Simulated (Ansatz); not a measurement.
# SiBH₄NO: how energies converge with the basis set

Aim: see how fast density functionals converge with the basis set for SiBH₄NO.

Method: one geometry, several basis sets; program: Ansatz 0.2.0, Gaussian basis.

The runs, in order: PBE0-D4/def2-SVP; ωB97M-V/def2-SVP; PBE0-D4/def2-QZVPP; ωB97M-V/def2-QZVPP; the functionals' def2-TZVPP values are taken from earlier runs.

### Step 1. The relaxed structure

The geometry comes from an earlier relaxation with PBE0-D4 in a triple-zeta def2 set; it is a stationary point, not always the lowest conformer.

SMILES `OB1N[SiH2]1`, 8 atoms, charge 0, spin multiplicity 1.

Atoms are counted from 1 here; the program's logs count them from 0.

Bond lengths: O1–B2 1.350 Å, O1–H5 0.962 Å, B2–N3 1.394 Å, B2–Si4 1.923 Å, N3–Si4 1.759 Å, N3–H6 1.009 Å, Si4–H7 1.488 Å, Si4–H8 1.488 Å. Angles: B2–O1–H5 113.7°, O1–B2–N3 139.4°, O1–B2–Si4 158.9°, N3–B2–Si4 61.6°, B2–N3–Si4 74.2°, B2–N3–H6 140.3°, Si4–N3–H6 145.5°, B2–Si4–N3 44.2°, B2–Si4–H7 125.7°, B2–Si4–H8 125.7°, N3–Si4–H7 115.8°, N3–Si4–H8 115.8°, H7–Si4–H8 108.5°.

### Step 2. PBE0-D4 in def2-SVP

Input file in.yaml:

```yaml
crystal:
  periodic: [false, false, false]
  atoms:
    - {symbol: O, position_ang: [0.885740, 1.819277, 0.641597]}
    - {symbol: B, position_ang: [0.390488, 0.624274, 0.253888]}
    - {symbol: N, position_ang: [-0.746869, 0.096627, -0.355293]}
    - {symbol: Si, position_ang: [0.303349, -1.276184, -0.028882]}
    - {symbol: H, position_ang: [0.299726, 2.559299, 0.456021]}
    - {symbol: H, position_ang: [-1.630762, 0.394726, -0.738904]}
    - {symbol: H, position_ang: [-0.221000, -2.275102, 0.940761]}
    - {symbol: H, position_ang: [0.811528, -2.000117, -1.224990]}
basis:
  gaussian: {orbitals: def2-SVP}
hamiltonian: {xc: pbe0, dispersion: d4}
output: {orbitals: {seedname: orbitals}}
```

Launch:

```console
$ ansatz run in.yaml --threads 2 --pin off --events-out ev --progress --plain --max-ram 4352MiB
```

The runs that follow: ωB97M-V in def2-SVP; PBE0-D4 in def2-QZVPP; ωB97M-V in def2-QZVPP.

Q: Predict the results of all the runs planned. Wanted: PBE0-D4: double and triple zeta above quadruple; ωB97M-V: double and triple zeta above quadruple.

The runs gave:

| quantity | value |
| --- | --- |
| PBE0-D4: double and triple zeta above quadruple | 8.30, 0.52 eV |
| ωB97M-V: double and triple zeta above quadruple | 8.40, 0.48 eV |

**Reading.** For PBE0-D4 the step from double to triple zeta gains 7.78 eV and the next only 0.52 eV. These are total energies; as a rule much of such shifts cancels in differences, which this series doesn't test. The LUMO of ωB97M-V is positive and keeps falling with the basis (2.07 to 0.98 eV): an unbound level that the basis holds in place.
